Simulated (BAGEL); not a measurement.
**HF/6-31G(d) (density fitting with qzvpp-jkfit, spherical functions) run of CH4S2Si (SMILES CS[Si]S)**

What is the vertical singlet–triplet gap of CH4S2Si at HF/6-31G* (density fitting with qzvpp-jkfit, spherical functions)? 

The results are computed with BAGEL 1.2.2.

2 further runs of the same task are left out: 2 set aside as unsound or not needed.

## 1. The system as given

CH4S2Si: 8 atoms, total charge 0, spin state singlet. SMILES: `CS[Si]S`. The shape is that of a PBE0-D4/def2-TZVP optimisation. This is a higher conformer, about 8 kJ/mol above the lowest found by a separate search.

Bond lengths: C1–S2 1.808 Å, S2–Si3 2.128 Å, Si3–S4 2.147 Å, C1–H5 1.090 Å, C1–H6 1.090 Å, C1–H7 1.090 Å, S4–H8 1.344 Å. Angles: C1–S2–Si3 113.2°, S2–Si3–S4 106.0°, S2–C1–H5 106.8°, S2–C1–H6 110.9°, S2–C1–H7 110.9°, Si3–S4–H8 102.9°, H5–C1–H6 108.8°, H5–C1–H7 108.8°, H6–C1–H7 110.5°.

## 2. The energy at HF/6-31G(d) (density fitting with qzvpp-jkfit, spherical functions)

input.json reads:

```json
{ "bagel" : [

{
  "title" : "molecule",
  "basis" : "6-31gs.json",
  "df_basis" : "qzvpp-jkfit",
  "angstrom" : true,
  "geometry" : [
    { "atom" : "C", "xyz" : [   -0.071800,    1.051200,   -0.291200 ] },
    { "atom" : "S", "xyz" : [    0.162900,    0.625600,    1.450300 ] },
    { "atom" : "Si", "xyz" : [    0.299000,   -1.470800,    1.791100 ] },
    { "atom" : "S", "xyz" : [    0.104000,   -2.397700,   -0.136100 ] },
    { "atom" : "H", "xyz" : [   -0.129800,    2.138200,   -0.344500 ] },
    { "atom" : "H", "xyz" : [   -1.002100,    0.630000,   -0.672400 ] },
    { "atom" : "H", "xyz" : [    0.773400,    0.714000,   -0.891300 ] },
    { "atom" : "H", "xyz" : [   -0.043300,   -1.347400,   -0.961600 ] }
  ]
},
{ "title" : "hf" },
{ "title" : "print", "file" : "orbitals.molden", "orbitals" : true }

]}
```

The basis set 6-31G* is read from a file made from the Basis Set Exchange's data (not shown).

On the command line:

```bash
$ BAGEL_NUM_THREADS=1 BAGEL input.json > input.out
```

Output:

```text
* using 1 threads per process

  ===============================================================
  ===============================================================

  *** Geometry ***

  { "atom" : "C", "xyz" : [     -0.135682,      1.986480,     -0.550288 ] },
  { "atom" : "S", "xyz" : [      0.307836,      1.182213,      2.740670 ] },
  { "atom" : "Si", "xyz" : [      0.565028,     -2.779409,      3.384688 ] },
  { "atom" : "S", "xyz" : [      0.196532,     -4.530996,     -0.257192 ] },
  { "atom" : "H", "xyz" : [     -0.245286,      4.040612,     -0.651011 ] },
  { "atom" : "H", "xyz" : [     -1.893695,      1.190527,     -1.270652 ] },
  { "atom" : "H", "xyz" : [      1.461514,      1.349264,     -1.684313 ] },
  { "atom" : "H", "xyz" : [     -0.081825,     -2.546217,     -1.817161 ] },

  Number of auxiliary basis functions:      531

  Since a DF basis is specified, we compute 2- and 3-index integrals:
    o Being stored without compression. Storage requirement is 0.025 GB

  Number of basis functions:       76
  Number of electrons      :       56

    * METHOD: MOLECULE                             0.21

  *** RHF ***

  === Nuclear Repulsion ===
   253.6936813559

      * DIIS with orbital gradients will be used.

  === RHF iteration (6-31gs.json) ===
      0      -1124.07261353          0.01001306           0.08
      1      -1124.13818808          0.00390840           0.10
      2      -1124.14812577          0.00140215           0.10
      3      -1124.14981019          0.00025424           0.10
      4      -1124.14990664          0.00008585           0.10
      5      -1124.14992279          0.00002957           0.09
      6      -1124.14992487          0.00001024           0.10
      7      -1124.14992510          0.00000305           0.10
      8      -1124.14992512          0.00000058           0.10
      9      -1124.14992512          0.00000020           0.10
     10      -1124.14992512          0.00000008           0.09
     11      -1124.14992512          0.00000002           0.10
     12      -1124.14992512          0.00000001           0.10
    * SCF iteration converged.

    * Permanent dipole moment:
           (    0.122829,    -0.596511,     0.778773) a.u.

    * METHOD: HF                                   1.43

    * METHOD: PRINT                                0.01

  ===============================================================
```

Wall time 1.8 s (1 thread of Intel Xeon 6975P-C (Granite Rapids), shared host); peak memory 0.13 GiB.

## 3. The triplet

calc.json reads:

```json
{ "bagel": [

{
  "title": "molecule",
  "basis": "6-31gs.json",
  "df_basis": "qzvpp-jkfit",
  "angstrom": true,
  "geometry": [
    { "atom": "C", "xyz": [   -0.071800,    1.051200,   -0.291200 ] },
    { "atom": "S", "xyz": [    0.162900,    0.625600,    1.450300 ] },
    { "atom": "Si", "xyz": [    0.299000,   -1.470800,    1.791100 ] },
    { "atom": "S", "xyz": [    0.104000,   -2.397700,   -0.136100 ] },
    { "atom": "H", "xyz": [   -0.129800,    2.138200,   -0.344500 ] },
    { "atom": "H", "xyz": [   -1.002100,    0.630000,   -0.672400 ] },
    { "atom": "H", "xyz": [    0.773400,    0.714000,   -0.891300 ] },
    { "atom": "H", "xyz": [   -0.043300,   -1.347400,   -0.961600 ] }
  ]
},
{ "title": "uhf", "nopen": 2 },
{ "title": "print", "file": "orbitals.molden", "orbitals": true }

]}
```

The basis set 6-31G* is read from a file made from the Basis Set Exchange's data (not shown).

On the command line:

```bash
$ BAGEL_NUM_THREADS=1 BAGEL calc.json > calc.out
```

Output:

```text
* using 1 threads per process

  ===============================================================
  ===============================================================

  *** Geometry ***

  { "atom" : "C", "xyz" : [     -0.135682,      1.986480,     -0.550288 ] },
  { "atom" : "S", "xyz" : [      0.307836,      1.182213,      2.740670 ] },
  { "atom" : "Si", "xyz" : [      0.565028,     -2.779409,      3.384688 ] },
  { "atom" : "S", "xyz" : [      0.196532,     -4.530996,     -0.257192 ] },
  { "atom" : "H", "xyz" : [     -0.245286,      4.040612,     -0.651011 ] },
  { "atom" : "H", "xyz" : [     -1.893695,      1.190527,     -1.270652 ] },
  { "atom" : "H", "xyz" : [      1.461514,      1.349264,     -1.684313 ] },
  { "atom" : "H", "xyz" : [     -0.081825,     -2.546217,     -1.817161 ] },

  Number of auxiliary basis functions:      531

  Since a DF basis is specified, we compute 2- and 3-index integrals:
    o Being stored without compression. Storage requirement is 0.025 GB

  Number of basis functions:       76
  Number of electrons      :       56

    * METHOD: MOLECULE                             0.30

  *** Open-shell HF ***

  === Nuclear Repulsion ===
   253.6936813559

      * DIIS with orbital gradients will be used.

  === UHF iteration (6-31gs.json) ===
      0      -1123.97895609          0.01957866           0.23
      1      -1124.06248644          0.00731960           0.16
      2      -1124.07540437          0.00343490           0.15
      3      -1124.07817871          0.00125898           0.21
      4      -1124.07926686          0.00037207           0.16
      5      -1124.07941393          0.00016785           0.19
      6      -1124.07947256          0.00004673           0.16
      7      -1124.07948366          0.00001967           0.14
      8      -1124.07948719          0.00000797           0.13
      9      -1124.07948777          0.00000352           0.12
     10      -1124.07948785          0.00000136           0.12
     11      -1124.07948786          0.00000059           0.17
     12      -1124.07948787          0.00000035           0.19
     13      -1124.07948787          0.00000018           0.18
     14      -1124.07948787          0.00000008           0.14
     15      -1124.07948787          0.00000004           0.15
     16      -1124.07948787          0.00000003           0.15
     17      -1124.07948787          0.00000002           0.15
     18      -1124.07948787          0.00000001           0.15
    * SCF iteration converged.

    * S^2 (UHF) is 2.0059

    * Permanent dipole moment:
           (    0.042583,    -0.296063,     0.235001) a.u.

    * METHOD: UHF                                  3.30

    * METHOD: PRINT                                0.01

  ===============================================================
```

Wall time 3.9 s (1 thread of Intel Xeon 6975P-C (Granite Rapids), shared host); peak memory 0.13 GiB.

## 4. Outcome

At HF/6-31G* (density fitting with qzvpp-jkfit, spherical functions):

```
                                        quantity           value
                           singlet: total energy  -1124.14993 Eh
                          singlet: dipole moment          2.51 D
                            singlet: HOMO energy        -9.44 eV
                            singlet: LUMO energy         0.96 eV
                          singlet: HOMO–LUMO gap        10.40 eV
                           triplet: total energy  -1124.07949 Eh
                          triplet: dipole moment          0.97 D
                                   triplet: ⟨S²⟩           2.006
vertical energy of the triplet above the singlet        1.917 eV
```

**Reading.** At this shape the triplet lies 1.92 eV (185 kJ/mol) above the singlet.
